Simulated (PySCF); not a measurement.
# [HfCl3(NH3)]+: other functionals and bases at one geometry

An exercise on one series of results from a longer session: the logs are not shown, and one member is left open.

Method: several levels, as the steps say, no spin–orbit coupling; program: PySCF 2.14.0.

1 further run of the same task is left out (for a known fault of the program).

## Starting geometry

8 atoms, charge 1, spin multiplicity 1.

Bond lengths: Hf1–Cl2 2.297 Å, Hf1–Cl3 2.297 Å, Hf1–Cl4 2.297 Å, Hf1–N5 2.268 Å, N5–H6 1.029 Å, N5–H7 1.029 Å, N5–H8 1.029 Å. Angles: Cl2–Hf1–Cl3 115.5°, Cl2–Hf1–Cl4 115.5°, Cl2–Hf1–N5 102.5°, Cl3–Hf1–Cl4 115.5°, Cl3–Hf1–N5 102.5°, Cl4–Hf1–N5 102.5°, Hf1–N5–H6 113.3°, Hf1–N5–H7 113.3°, Hf1–N5–H8 113.3°, H6–N5–H7 105.4°, H6–N5–H8 105.4°, H7–N5–H8 105.4°.

Geometry (Å):

```xyz
8

Hf   -0.0096    0.0096   -0.0096
Cl    1.1924    1.5548    1.1924
Cl   -1.5548   -1.1924    1.1924
Cl    1.1924   -1.1924   -1.5548
N    -1.3192    1.3192   -1.3192
H    -1.9397    1.9397   -0.7821
H    -0.7821    1.9397   -1.9397
H    -1.9397    0.7821   -1.9397
```

Formal oxidation states: Hf +4. An earlier session relaxed this geometry at PBE0, Hf def2-SVP with ECP60, Cl def2-SVP, N def2-SVP, H def2-SVP (singlet, point group C3v).

At PBE0 on the finer grid: E = -1484.192134 Eh, HOMO -13.97 eV, LUMO -7.01 eV, Mulliken charge on Hf1 +1.00 e, largest force component 0.006 eV/Å. 

Levels to run: TPSS; M06-L; PBE0, TZVP. Hardware: 2 threads of Arm Neoverse V1, shared host.

The first run:

run.py (the lines that set the calculation)

```python
mol = gto.M(atom='''
Hf    -0.00959     0.00959    -0.00959
Cl     1.19235     1.55483     1.19235
Cl    -1.55483    -1.19235     1.19235
Cl     1.19235    -1.19235    -1.55483
N     -1.31916     1.31916    -1.31916
H     -1.93972     1.93972    -0.78206
H     -0.78206     1.93972    -1.93972
H     -1.93972     0.78206    -1.93972''',
    basis={'Hf': 'def2-SVP', 'Cl': 'def2-SVP', 'N': 'def2-SVP', 'H': 'def2-SVP'},
    ecp={'Hf': 'def2-SVP'},
    charge=1, spin=0)
mf = dft.RKS(mol, xc='TPSS')
mf.grids.atom_grid = (75, 302)
mf = mf.density_fit()  # fitting sets: Hf def2-universal-JKFIT, Cl def2-universal-JKFIT, N def2-universal-JKFIT, H def2-universal-JKFIT
mf.conv_tol = 1e-08; mf.max_cycle = 55
mf.kernel(dm0)  # dm0: the density of the relaxed state
```

Started as:

```sh
$ OMP_NUM_THREADS=2 python run.py
```

Among the steps run: TPSS; M06-L; PBE0, TZVP.

One of the session's tables, all rows but one given; the rest of the session is left out.

```
              level  HOMO (eV)  gap (eV)  charge on Hf1 (e)  dipole (D)  largest force component (eV/Å)
PBE0 (relaxed here)     -13.97      6.96               1.00        7.33                            0.01
               TPSS     -12.74      5.00               0.97        7.22                            0.22
              M06-L     -12.98      5.27               1.22        7.27                            0.13
         PBE0, TZVP          ?         ?                  ?           ?                               ?
```

**Question.** Estimate the row for PBE0, TZVP.

**Answer.** HOMO (eV): -13.87; gap (eV): 6.98; charge on Hf1 (e): 1.24; dipole (D): 7.07; largest force component (eV/Å): 0.23. In the column «HOMO (eV)» it lies between PBE0 (relaxed here) (-13.97) and M06-L (-12.98).

The dipole of a charged species depends on the origin, so these sizes hold for this origin alone.

In one basis the HOMO–LUMO gap runs from 5.00 eV (TPSS) to 6.96 eV (PBE0). The largest leftover force, 0.23 eV/Å with PBE0, TZVP, stands at a geometry relaxed at another level. Total energies of different levels can't be compared.
